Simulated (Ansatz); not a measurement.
**BGaH₆SSi: vertical ionisation energy**

One table from this session's results is given with a row withheld; the runs are named, their logs left out.

Computed with Ansatz 0.2.0, Gaussian basis. Level: unrestricted cation, the program's frozen cores in correlated methods.

Levels to be run: UKS PBE-D4/def2-TZVPP; UKS r2SCAN-D4/def2-TZVPP; UKS PBE0-D4/def2-TZVPP; UKS B3LYP-D4/def2-TZVPP; UKS wB97X-V/def2-TZVPP; UKS wB97M-V/def2-TZVPP; UKS B2PLYP/def2-TZVPP; UHF-CCSD(T)/def2-TZVPP; UHF-MP2/def2-QZVPP; extrapolation to the limit; then −ε(HOMO) from the neutral's earlier runs with LDA (SPW92), PBE-D4, revPBE-D4, BLYP-D4, r2SCAN-D4, B97M-V, PBE0-D4, B3LYP-D4, r2SCANh-D4, r2SCAN0-D4, HSE06-D4, BHLYP-D4, CAM-B3LYP-D4, LC-ωPBE, ωB97X-V, ωB97M-V.

### The geometry

An earlier PBE0-D4 in a triple-zeta def2 set relaxation fixed the geometry.

SMILES `B[S][GaH][SiH3]`, 10 atoms, charge 0, spin multiplicity 1.

Atoms are counted from 1 here; the program's logs count them from 0.

Bond lengths: B1–S2 1.779 Å, B1–H5 1.194 Å, B1–H6 1.196 Å, S2–Ga3 2.237 Å, Ga3–Si4 2.409 Å, Ga3–H7 1.569 Å, Si4–H8 1.488 Å, Si4–H9 1.489 Å, Si4–H10 1.487 Å. Angles: S2–B1–H5 117.4°, S2–B1–H6 121.8°, H5–B1–H6 120.7°, B1–S2–Ga3 101.7°, S2–Ga3–Si4 118.7°, S2–Ga3–H7 112.9°, Si4–Ga3–H7 128.5°, Ga3–Si4–H8 110.4°, Ga3–Si4–H9 110.2°, Ga3–Si4–H10 110.5°, H8–Si4–H9 108.4°, H8–Si4–H10 108.8°, H9–Si4–H10 108.4°.

Set-up of the first run:

Input file in.yaml:

```yaml
crystal:
  periodic: [false, false, false]
  atoms:
    - {symbol: B, position_ang: [-0.552028, 1.856537, -1.004115]}
    - {symbol: S, position_ang: [0.920494, 1.210795, -1.765892]}
    - {symbol: Ga, position_ang: [1.266844, -0.651197, -0.574954]}
    - {symbol: Si, position_ang: [-0.275797, -1.196467, 1.193024]}
    - {symbol: H, position_ang: [-0.993374, 2.877114, -1.438062]}
    - {symbol: H, position_ang: [-1.087203, 1.298350, -0.092270]}
    - {symbol: H, position_ang: [2.538895, -1.444158, -1.039696]}
    - {symbol: H, position_ang: [-1.649107, -1.371047, 0.648699]}
    - {symbol: H, position_ang: [0.131294, -2.464221, 1.858494]}
    - {symbol: H, position_ang: [-0.300018, -0.115717, 2.214772]}
basis:
  gaussian: {orbitals: def2-TZVPP}
total_charge: 1
magnetization: {spin_polarized: true, initial_magnetization: 1}
hamiltonian: {xc: pbe, dispersion: d4}
```

Run with:

```sh
ansatz run in.yaml --threads 2 --pin off --events-out ev --progress --plain --max-ram 32768MiB --backend cpu
```

Steps of the session up to this table: Cation, UKS PBE-D4/def2-TZVPP; Cation, UKS r2SCAN-D4/def2-TZVPP; Cation, UKS PBE0-D4/def2-TZVPP; Cation, UKS B3LYP-D4/def2-TZVPP; Cation, UKS wB97X-V/def2-TZVPP; Cation, UKS wB97M-V/def2-TZVPP; Cation, UKS B2PLYP (frozen core)/def2-TZVPP; Cation, UHF-CCSD(T)/def2-TZVPP; Cation, UHF-MP2/def2-QZVPP.

One table of the session follows, with a row left open; its other results are not shown here.

Orbital estimates, from the neutral's runs:

| functional | −ε(HOMO) (eV) |
| --- | --- |
| LDA (SPW92) | 6.76 |
| PBE-D4 | 6.64 |
| revPBE-D4 | 6.60 |
| BLYP-D4 | 6.48 |
| r2SCAN-D4 | ? |
| B97M-V | 6.99 |
| PBE0-D4 | 7.71 |
| B3LYP-D4 | 7.49 |
| r2SCANh-D4 | 7.28 |
| r2SCAN0-D4 | 7.87 |
| HSE06-D4 | 7.32 |
| BHLYP-D4 | 8.65 |
| CAM-B3LYP-D4 | 8.92 |
| LC-ωPBE | 10.22 |
| ωB97X-V | 9.90 |
| ωB97M-V | 9.71 |

Q: Estimate the row for r2SCAN-D4 from the others.

Worked estimate for «−ε(HOMO) (eV)». Against the share of exact exchange, r2SCANh-D4 (0.1, 7.28), r2SCAN0-D4 (0.25, 7.87) give a slope of 3.93 per unit share; at 0 the line stands at 6.89.

As computed: −ε(HOMO) (eV): 6.88. In «−ε(HOMO) (eV)» the line misses by +0.01.
